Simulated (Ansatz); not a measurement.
# Si₃H₅F: how energies converge with the basis set

The task here is to estimate one member of a computed series from the others.

The runs use Ansatz 0.2.0, Gaussian basis; one geometry, several basis sets.

The runs, in order: PBE0-D4/def2-SVP; ωB97M-V/def2-SVP; PBE0-D4/def2-QZVPP; ωB97M-V/def2-QZVPP; the functionals' def2-TZVPP values are taken from earlier runs.

## Structure used throughout

An earlier PBE0-D4 in a triple-zeta def2 set relaxation fixed the geometry.

9 atoms, charge 0, spin multiplicity 1.

Atoms are counted from 1 here; the program's logs count them from 0.

Bond lengths: F1–Si2 1.601 Å, Si2–Si3 2.309 Å, Si2–Si4 2.309 Å, Si2–H5 1.485 Å, Si3–Si4 2.368 Å, Si3–H6 1.485 Å, Si3–H7 1.485 Å, Si4–H8 1.485 Å, Si4–H9 1.485 Å. Angles: F1–Si2–Si3 126.8°, F1–Si2–Si4 126.7°, F1–Si2–H5 109.7°, Si3–Si2–Si4 61.7°, Si3–Si2–H5 112.2°, Si4–Si2–H5 112.2°, Si2–Si3–Si4 59.1°, Si2–Si3–H6 118.6°, Si2–Si3–H7 121.5°, Si4–Si3–H6 108.7°, Si4–Si3–H7 126.6°, H6–Si3–H7 112.5°, Si2–Si4–Si3 59.2°, Si2–Si4–H8 121.6°, Si2–Si4–H9 118.4°, Si3–Si4–H8 126.7°, Si3–Si4–H9 108.6°, H8–Si4–H9 112.5°.

Set-up of the first run:

in.yaml

```yaml
crystal:
  periodic: [false, false, false]
  atoms:
    - {symbol: F, position_ang: [-1.903983, 1.116964, -1.529745]}
    - {symbol: Si, position_ang: [-0.657753, 0.193389, -1.133337]}
    - {symbol: Si, position_ang: [1.096467, 0.757732, 0.258447]}
    - {symbol: Si, position_ang: [-0.389565, -0.996040, 0.827593]}
    - {symbol: H, position_ang: [-0.206278, -0.573200, -2.321783]}
    - {symbol: H, position_ang: [0.908759, 1.872799, 1.221031]}
    - {symbol: H, position_ang: [2.508964, 0.616278, -0.177605]}
    - {symbol: H, position_ang: [-0.091137, -2.450742, 0.821146]}
    - {symbol: H, position_ang: [-1.176974, -0.583682, 2.017253]}
basis:
  gaussian: {orbitals: def2-SVP}
hamiltonian: {xc: pbe0, dispersion: d4}
output: {orbitals: {seedname: orbitals}}
```

On the command line:

```bash
$ ansatz run in.yaml --threads 2 --pin off --events-out ev --progress --plain --max-ram 4352MiB
```

Steps of the session up to this table: PBE0-D4 in def2-SVP; ωB97M-V in def2-SVP; PBE0-D4 in def2-QZVPP; ωB97M-V in def2-QZVPP.

One table of the session follows, with a row left open; its other results are not shown here.

It belongs to the step «Density functionals: the series». 

| functional | basis | HOMO (eV) | LUMO (eV) |
| --- | --- | --- | --- |
| PBE0-D4 | def2-SVP | -7.12 | -1.52 |
| PBE0-D4 | def2-TZVPP | -7.08 | -1.69 |
| PBE0-D4 | def2-QZVPP | ? | ? |
| ωB97M-V | def2-SVP | -9.01 | 0.46 |
| ωB97M-V | def2-TZVPP | -9.01 | 0.23 |
| ωB97M-V | def2-QZVPP | -9.02 | 0.15 |

Q: Estimate the row for PBE0-D4, def2-QZVPP from the others.

As computed: HOMO (eV): -7.09; LUMO (eV): -1.72. In the column «HOMO (eV)» it lies between PBE0-D4, def2-SVP (-7.12) and PBE0-D4, def2-TZVPP (-7.08).
